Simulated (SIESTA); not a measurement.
Crystal: Zr3S2.

```
Zr S
1.0
     2.90254    1.67578    3.48777
    -2.90254    1.67578    3.48777
     0.00000   -3.35156    3.48777
Zr S
3 2
Direct
  0.84516 0.49576 0.14686
  0.49626 0.16190 0.84770
  0.14023 0.85679 0.49747
  0.65685 0.66433 0.66125
  0.33267 0.34574 0.33784
```

The cell comes from a database or a generator and needn't be the stable form of this composition.

The cell isn't the ideal one: atoms moved at random, drawn with an rms of 0.05 Å.

Base run:

| Item | Value |
| --- | --- |
| Program | SIESTA 5.4.2 |
| Functional | PBE |
| Potentials or basis | PseudoDojo 0.4 standard (PBE files) |
| Basis | DZP (energy shift 0.003 Ry; two zetas on semicore shells) |
| Grid cutoff | 800 Ry |
| Energy shift | 0.003 Ry |
| k mesh | 6 × 6 × 6 |
| Occupations | fermi-dirac, width 0.05 eV |
| Spin | no spin polarisation |

Its results: band gap on the k mesh none (metal or under the smearing width); pressure 0.0 GPa; largest force 0.752 eV/Å.

The run is repeated on the same cell with these changes: functional from PBE to PBEsol; potentials or basis from PseudoDojo 0.4 standard (PBE files) to PseudoDojo 0.4 standard (PBEsol files). What comes out?

Band gap on the k mesh none (metal or under the smearing width); pressure -4.1 GPa; largest force 0.805 eV/Å.

Caveats: the basis of atomic orbitals isn't converged, which shifts pressures, moduli and gaps.
